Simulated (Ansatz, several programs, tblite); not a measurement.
# Many methods on one cell: La2GaP3 (ordering on rocksalt)

La2GaP3, ordered on the rocksalt lattice (I4/mmm) with 6 atoms a cell, relaxed with r2SCAN in Ansatz, was computed with several methods. The symmetry is I4/mmm (No. 139, tetragonal); conventional cell a = 4.244 Å, c = 16.817 Å, 25.25 Å³ an atom. Around La lie 6 P at 2.73–3.08 Å; around P lie 1 Ga at 2.60 Å and 5 La at 3.00–3.08 Å; around P lie 2 La at 2.73 Å and 4 Ga at 3.00 Å; around Ga lie 6 P at 2.60–3.00 Å. Computed, not measured; no magnetism was allowed, and whether the structure is a known phase isn't checked.

Space group I4/mmm (No. 139). a = 4.244 Å, b = 4.244 Å, c = 16.817 Å, α = 90.00°, β = 90.00°, γ = 90.00°
```tsv
atom	site	symmetry	x	y	z
La	4e	4mm	0.5000	0.5000	0.3376
P	4e	4mm	0.5000	0.5000	0.1543
P	2a	4/mmm	0.0000	0.0000	0.0000
Ga	2b	4/mmm	0.5000	0.5000	0.0000
```

Gaps and times are for a single point on this cell; volume and bulk modulus come from each method's own relaxation or energy curve at fixed shape, which is too stiff where a cell has free coordinates or axes. Times are rough, from shared hosts (Arm Neoverse V2), and each method has its own mesh and cell size. A double dagger marks a value from a curve with shape and coordinates held. GFN1-xTB (tblite) treats a cluster of cells at its zone centre, which samples few k points: where these miss a band edge, the gap comes out too large for that reason alone. Gaps from k meshes are read at a limited set of points (mesh, symmetry points, PBE's band edges), so each method's own least gap may be somewhat smaller. xTB and the PM methods were fitted mostly to molecules, and can miss a solid's gap by electronvolts. d marks a direct gap, i an indirect one (no mark: not told apart), a dash a value that wasn't computed or didn't pass its checks.

```json
{"method": "light PBE (260 eV, its own mesh)", "kind": "light plane-wave", "gap (eV)": "overlap 0.15", "own volume (Å³/atom)": "–", "bulk modulus (GPa)": "–", "atoms computed": "6", "processor time": "3.5 s"}
{"method": "GFN1-xTB (tblite)", "kind": "tight binding", "gap (eV)": "0", "own volume (Å³/atom)": "–", "bulk modulus (GPa)": "–", "atoms computed": "48", "processor time": "6.9 s"}
{"method": "PBE", "kind": "semilocal", "gap (eV)": "overlap 0.18", "own volume (Å³/atom)": "25.39", "bulk modulus (GPa)": "64‡", "atoms computed": "6", "processor time": "23 s"}
{"method": "r2SCAN", "kind": "semilocal", "gap (eV)": "0", "own volume (Å³/atom)": "25.25", "bulk modulus (GPa)": "71‡", "atoms computed": "6", "processor time": "48 s"}
```

Runs without a result: GFN2-xTB (tblite) (single point), PM7 (MOPAC) (single point, out of time).

With PBE and r2SCAN the bands overlap or touch, or nearly. Semilocal functionals can close a real gap, so this doesn't show a metal; small gaps of other methods may in turn close between the points read or with spin-orbit coupling, and the solid may be a semimetal.

Spin-orbit coupling is left out.
